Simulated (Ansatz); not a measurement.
# Ge2Sb2Se: the cost of one run

Program: Ansatz 0.2.0. Level of theory: DFT PBE, scalar-relativistic, plane waves, PAW. These are calculated values, not measurements.

1 further run of the same task is left out (it didn't finish).

## Step 1: The starting structure

Symmetry: P4/mmm, No. 123, tetragonal system. Conventional cell: a = 4.113 Å, b = 4.113 Å, c = 8.467 Å, α = 90.00°, β = 90.00°, γ = 90.00°. Around Ge (site symmetry 4mm) lie 1 Se at 2.43 Å. Around Sb (site symmetry 4mm) lie 1 Sb at 2.82 Å and 4 Ge at 2.94 Å. Se (site symmetry 4/mmm) is surrounded by 2 Ge at 2.43 Å.

Coordinates:

```xyz
5
Lattice="4.1134 0.0000 0.0000 0.0000 4.1134 0.0000 0.0000 0.0000 8.4667" Properties=species:S:1:pos:R:3 pbc="T T T"
Ge    2.0567    2.0567    1.8076
Ge    2.0567    2.0567    6.6591
Sb    0.0000    0.0000    7.0577
Sb    0.0000    0.0000    1.4089
Se    2.0567    2.0567    4.2333
```

It is the end of an earlier relaxation with the same method, from a generated guess; it needn't be the stable form of this composition. At a tolerance of 0.05 Å it has space group P4/mmm (No. 123); it has 28.65 Å³/atom, an uncorrected energy of +0.16 eV/atom over the elements.

## Step 2: Bands, states and charges

input.yaml reads:

```yaml
crystal:
  lattice:
    - [4.1133564806, 0.0, 0.0]
    - [0.0, 4.1133564806, 0.0]
    - [0.0, 0.0, 8.4666893613]
  atoms:
    - { symbol: Ge, position: [0.5, 0.5, 0.2134927992] }
    - { symbol: Ge, position: [0.5, 0.5, 0.7865072008] }
    - { symbol: Sb, position: [0.0, 0.0, 0.8335901007] }
    - { symbol: Sb, position: [0.0, 0.0, 0.1664098993] }
    - { symbol: Se, position: [0.5, 0.5, 0.5] }
basis:
  ecutwfc: 420
kpoints:
  mp_grid: { grid: [10, 10, 6] }
  band_path:
    path:
      - [[0.0, 0.0, 0.0], [0.0, 0.5, 0.0], [0.5, 0.5, 0.0], [0.0, 0.0, 0.0], [0.0, 0.0, 0.5], [0.0, 0.5, 0.5], [0.5, 0.5, 0.5], [0.0, 0.0, 0.5]]
      - [[0.0, 0.5, 0.0], [0.0, 0.5, 0.5]]
      - [[0.5, 0.5, 0.0], [0.5, 0.5, 0.5]]
    npoints: 14
hamiltonian:
  xc: pbe
scf:
  occupations: { method: gaussian, width: 0.1 }
  n_extra_bands: 12
output:
  forces: true
  stress: true
  eigenvalues: true
  populations: true
  dos: { projected: true, de: 0.02, nscf_kmesh: { grid: [12, 12, 8] } }
  bader: true
  write_density: true
  write_potential: true
  elf: true
  volumetric_format: npy
```

Started as:

```sh
$ ansatz run input.yaml --threads 1 --pin off --max-ram 2560MiB --backend cpu --events-out ev --progress --plain --runs-dir out
```

**Question.** How long does this run take on 1 thread of Intel Xeon 6975P-C (Granite Rapids), shared host, and how much memory does it need?

About 85 s, with a peak of 0.93 GiB.
